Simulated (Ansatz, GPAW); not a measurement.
KBr: PBE in single-zeta orbitals, run from Python

These are simulated results from GPAW 26.7.0, not measurements. The cell began as a measured structure and was relaxed with r2SCAN in plane waves (Ansatz 0.2.0). All runs are without spin polarisation.

It is cubic, Fm-3m (No. 225); a = 6.605 Å in the conventional setting, 36.02 Å³ an atom. Around K lie 6 Br at 3.30 Å; around Br lie 6 K at 3.30 Å.

The basis is minimal: single zeta, one radial function for each shell that the log's basis lists. It describes the filled bands fairly and the empty ones poorly.

Input script:

```python
import json
from ase import Atoms
from gpaw import GPAW, PW, FermiDirac

atoms = Atoms(['K', 'Br'],
              cell=[[0.0, 3.30243872, 3.30243872], [3.30243872, 0.0, 3.30243872], [3.30243872, 3.30243872, 0.0]],
              scaled_positions=[[0.0, 0.0, 0.0], [0.5, 0.5, 0.5]],
              pbc=True)
calc = GPAW(mode='lcao', basis='sz(dzp)', h=0.2, xc='PBE', kpts={'size': (4, 4, 4), 'gamma': True},
            occupations=FermiDirac(0.02), maxiter=100, legacy_gpaw=True, txt='gpaw.txt')
atoms.calc = calc
res = {'energy': atoms.get_potential_energy(force_consistent=True)}
res['electrons'] = calc.get_number_of_electrons()
res['k'] = calc.get_ibz_k_points().tolist()
res['levels'] = [calc.get_eigenvalues(kpt=i).tolist() for i in range(len(res['k']))]
points = [[0.0, 0.0, 0.0], [0.5, 0.0, 0.5], [0.625, 0.25, 0.625], [0.375, 0.375, 0.75], [0.5, 0.5, 0.5], [0.5, 0.25, 0.75]]
bands = calc.fixed_density(kpts=points, symmetry='off', txt='bands.txt')
res['points'] = [bands.get_eigenvalues(kpt=i).tolist() for i in range(len(points))]
json.dump(res, open('results.json', 'w'))
print('free energy (eV):', round(res['energy'], 5))
```

Command: `python run.py`. It took 11 s on 1 thread of Arm Neoverse V1, on a shared host, peak memory 0.16 GiB.

The log gpaw.txt, trimmed of paths, versions and times, then the last line on the terminal. An iter line gives the energy in eV and the logarithms of the changes of orbitals (plane waves alone) and density (c: converged):

```
___ ___ ___ _ _ _
 |   |   |_  | | | |

 | | | | | . | | | |

 |__ |  _|___|_____|  26.7.0
 |___|_|

Input parameters:
  basis: sz(dzp)
  h: 0.2
  kpts: {gamma: True,
         size: (4, 4, 4)}
  maxiter: 100
  mode: lcao
  occupations: {fixmagmom: False,
                name: fermi-dirac,
                width: 0.02}
  xc: PBE

System changes: positions, numbers, cell, pbc, initial_charges, initial_magmoms

Initialize ...

species:
  K:
    name:    Potassium
    Z:       19.0
    valence: 9
    core:    10
    charge:  0.0  # [|e|]
    compensation charges:
      type: gauss
      rc: 0.35  # [Å]
      lmax: 2
    cutoffs:
      filter: 1.91  # [Å]
      core: 1.27  # [Å]
    projectors
    | kind |    occ | energy [eV] | rcut [Å] |

    |------|--------|-------------|----------|

    |   3s |  2.000 |     -35.338 |    1.122 |

    |   4s |  1.000 |      -2.319 |    1.122 |

    |   3p |  6.000 |     -18.813 |    1.106 |

    |    p |        |       8.398 |    1.106 |

    |    d |        |       0.000 |    0.937 |

    LCAO basis set for K:
      Name: sz(dzp)
      Number of radial functions: 4
      Number of spherical harmonics: 8
        l=0, rc=4.2656 Bohr: 3s-sz confined orbital
        l=0, rc=13.1094 Bohr: 4s-sz confined orbital
        l=1, rc=5.0312 Bohr: 3p-sz confined orbital
        l=1, rc=16.0000 Bohr: 4p-sz confined orbital
      Number of RI-basis functions 0

  Br:
    name:    Bromine
    Z:       35.0
    valence: 7
    core:    28
    charge:  0.0  # [|e|]
    compensation charges:
      type: gauss
      rc: 0.35  # [Å]
      lmax: 2
    cutoffs:
      filter: 1.98  # [Å]
      core: 2.38  # [Å]
    projectors
    | kind |    occ | energy [eV] | rcut [Å] |

    |------|--------|-------------|----------|

    |   4s |  2.000 |     -20.121 |    1.111 |

    |   4p |  5.000 |      -7.861 |    1.111 |

    |    s |        |       7.091 |    1.111 |

    |    p |        |      19.351 |    1.111 |

    |    d |        |       0.000 |    1.111 |

    LCAO basis set for Br:
      Name: sz(dzp)
      Number of radial functions: 2
      Number of spherical harmonics: 4
        l=0, rc=5.3594 Bohr: 4s-sz confined orbital
        l=1, rc=6.8125 Bohr: 4p-sz confined orbital
      Number of RI-basis functions 0

Reference energy: -87284.500948  # eV

Spin-paired calculation

Convergence criteria:
 Maximum [total energy] change in last 3 cyles: 0.0005 eV / valence electron
 Maximum integral of absolute [dens]ity change: 0.0001 electrons / valence electron
 Maximum integral of absolute [eigenst]ate change: 4e-08 eV^2 / valence electron
 Maximum number of scf [iter]ations: 100
 (Square brackets indicate name in SCF output, whereas a 'c' in
 the SCF output indicates the quantity has converged.)

Symmetries present (total): 48

  ( 1  0  0)  ( 1  0  0)  ( 1  0  0)  ( 1  0  0)  ( 1  0 -1)  ( 1  0 -1)
  ( 1  0 -1)  ( 1 -1  0)  ( 0  1  0)  ( 0  0  1)  ( 1  0  0)  ( 1 -1  0)
  ( 1 -1  0)  ( 1  0 -1)  ( 0  0  1)  ( 0  1  0)  ( 1 -1  0)  ( 1  0  0)

  ( 1  0 -1)  ( 1  0 -1)  ( 1 -1  0)  ( 1 -1  0)  ( 1 -1  0)  ( 1 -1  0)
  ( 0  1 -1)  ( 0  0 -1)  ( 1  0  0)  ( 1  0 -1)  ( 0 -1  1)  ( 0 -1  0)
  ( 0  0 -1)  ( 0  1 -1)  ( 1  0 -1)  ( 1  0  0)  ( 0 -1  0)  ( 0 -1  1)

  ( 0  1  0)  ( 0  1  0)  ( 0  1  0)  ( 0  1  0)  ( 0  1 -1)  ( 0  1 -1)
  ( 1  0  0)  ( 0  1 -1)  ( 0  0  1)  (-1  1  0)  ( 1  0 -1)  ( 0  1  0)
  ( 0  0  1)  (-1  1  0)  ( 1  0  0)  ( 0  1 -1)  ( 0  0 -1)  (-1  1  0)

  ( 0  1 -1)  ( 0  1 -1)  ( 0  0  1)  ( 0  0  1)  ( 0  0  1)  ( 0  0  1)
  ( 0  0 -1)  (-1  1  0)  ( 1  0  0)  ( 0  1  0)  ( 0 -1  1)  (-1  0  1)
  ( 1  0 -1)  ( 0  1  0)  ( 0  1  0)  ( 1  0  0)  (-1  0  1)  ( 0 -1  1)

  ( 0  0 -1)  ( 0  0 -1)  ( 0  0 -1)  ( 0  0 -1)  ( 0 -1  1)  ( 0 -1  1)
  ( 1  0 -1)  ( 0  1 -1)  ( 0 -1  0)  (-1  0  0)  ( 1 -1  0)  ( 0  0  1)
  ( 0  1 -1)  ( 1  0 -1)  (-1  0  0)  ( 0 -1  0)  ( 0 -1  0)  (-1  0  1)

  ( 0 -1  1)  ( 0 -1  1)  ( 0 -1  0)  ( 0 -1  0)  ( 0 -1  0)  ( 0 -1  0)
  ( 0 -1  0)  (-1  0  1)  ( 1 -1  0)  ( 0  0 -1)  ( 0 -1  1)  (-1  0  0)
  ( 1 -1  0)  ( 0  0  1)  ( 0 -1  1)  (-1  0  0)  ( 1 -1  0)  ( 0  0 -1)

  (-1  1  0)  (-1  1  0)  (-1  1  0)  (-1  1  0)  (-1  0  1)  (-1  0  1)
  ( 0  1  0)  ( 0  1 -1)  (-1  0  1)  (-1  0  0)  ( 0  0  1)  ( 0 -1  1)
  ( 0  1 -1)  ( 0  1  0)  (-1  0  0)  (-1  0  1)  ( 0 -1  1)  ( 0  0  1)

  (-1  0  1)  (-1  0  1)  (-1  0  0)  (-1  0  0)  (-1  0  0)  (-1  0  0)
  (-1  1  0)  (-1  0  0)  ( 0  0 -1)  ( 0 -1  0)  (-1  1  0)  (-1  0  1)
  (-1  0  0)  (-1  1  0)  ( 0 -1  0)  ( 0  0 -1)  (-1  0  1)  (-1  1  0)

64 k-points: 4 x 4 x 4 Monkhorst-Pack grid + [1/8,1/8,1/8]
8 k-points in the irreducible part of the Brillouin zone
       k-points in crystal coordinates                weights
   0:     0.00000000    0.00000000    0.00000000          1/64
   1:     0.25000000    0.25000000    0.00000000          6/64
   2:     0.25000000    0.25000000    0.25000000          8/64
   3:     0.50000000    0.25000000   -0.25000000          6/64
   4:     0.50000000    0.25000000    0.25000000         12/64
   5:     0.50000000    0.50000000    0.00000000          3/64
   6:     0.50000000    0.50000000    0.25000000         24/64
   7:     0.50000000    0.50000000    0.50000000          4/64

Wave functions: LCAO
  Diagonalizer: Serial LAPACK
  Atomic Correction: dense with blas
  Data-type: complex

Occupation numbers: Fermi-Dirac:
  width: 0.0200  # eV

Eigensolver
   LCAO using direct dense diagonalizer

Densities:
  Coarse grid: 20*20*20 grid
  Fine grid: 40*40*40 grid
  Total Charge: 0.000000

Density mixing:
  Method: separate
  Backend: msr1
  Linear mixing parameter: 0.05
  old densities: 10
  Width of damping distribution: 1.1
  Damping of long wavelength oscillations: 20

Hamiltonian:
  XC and Coulomb potentials evaluated on a 40*40*40 grid
  Using the PBE Exchange-Correlation functional
  Interpolation: tri-quintic (5. degree polynomial)
  Poisson solver: FastPoissonSolver using
    Stencil: 12*3+1=37 point O(h^6) finite-difference Laplacian
    FFT axes: [np.int64(0), np.int64(1), np.int64(2)]
    FST axes: []

XC parameters: PBE with 2 nearest neighbor stencil

Memory estimate:
  Process memory now: 113.31 MiB
  Calculator: 18.53 MiB
    Density: 8.55 MiB
      Arrays: 1.59 MiB
      Localized functions: 5.75 MiB
      Mixer: 1.22 MiB
    Hamiltonian: 1.45 MiB
      Arrays: 1.04 MiB
      XC: 0.00 MiB
      Poisson: 0.00 MiB
      vbar: 0.42 MiB
    Wavefunctions: 8.52 MiB
      C [qnM]: 0.01 MiB
      S, T [2 x qmm]: 0.04 MiB
      P [aqMi]: 0.00 MiB
      BasisFunctions: 8.47 MiB
      Eigensolver: 0.00 MiB

Total number of cores used: 1

Number of atoms: 2
Number of atomic orbitals: 12
Number of bands in calculation: 9
Number of valence electrons: 16
Bands to converge: occupied
Positions:
   0 K      0.000000    0.000000    0.000000    ( 0.0000,  0.0000,  0.0000)
   1 Br     3.302439    3.302439    3.302439    ( 0.0000,  0.0000,  0.0000)

Unit cell:
           periodic     x           y           z      points  spacing
  1. axis:    yes    0.000000    3.302439    3.302439    20     0.1907
  2. axis:    yes    3.302439    0.000000    3.302439    20     0.1907
  3. axis:    yes    3.302439    3.302439    0.000000    20     0.1907

  Lengths:   4.670354   4.670354   4.670354
  Angles:   60.000000  60.000000  60.000000

Effective grid spacing dv^(1/3) = 0.2080

iter:   1    -5.600528        c
iter:   2    -5.586665        c -1.44
iter:   3    -5.522793        c -1.46
iter:   4    -5.523659        c -2.20
iter:   5    -5.523808c       c -2.55
iter:   6    -5.523789c       c -3.47
iter:   7    -5.523788c       c -4.08c

Converged after 7 iterations.

Energy contributions relative to reference atoms: (reference = -87284.500948)

Kinetic:        +14.546243
Potential:      -13.257003
External:        +0.000000
XC:              -6.919488
Entropy (-ST):   -0.000000
Local:           +0.106460
SIC:             +0.000000
--------------------------
Free energy:     -5.523788
Extrapolated:    -5.523788

Showing only first 2 kpts
 Kpt  Band  Eigenvalues  Occupancy
  0     6      0.16587    2.00000
  0     7      0.16752    2.00000
  0     8      4.26942    0.00000

  1     6     -0.00044    2.00000
  1     7      0.00065    2.00000
  1     8      5.96176    0.00000

Fermi level: 1.78558

Gap: 4.102 eV
Transition (v -> c):
  (s=0, k=0, n=7, [0.00, 0.00, 0.00]) -> (s=0, k=0, n=8, [0.00, 0.00, 0.00])
No difference between direct/indirect transitions

free energy (eV): -5.52379
```

The gap in the log is over the mesh alone; results.json adds the listed points. PBE in single-zeta orbitals gives a gap of 4.10 eV. On the same cell, plane-wave PBE (Ansatz, 6×6×6 k points and the special points) gives a gap of 4.43 eV and r2SCAN a gap of 5.07 eV; on shared hosts these took about 1.5 and 4.2 core-seconds on the 2-atom cell, against 11 for the script. Semilocal gaps usually lie below measured ones.

Spin-orbit coupling is left out.
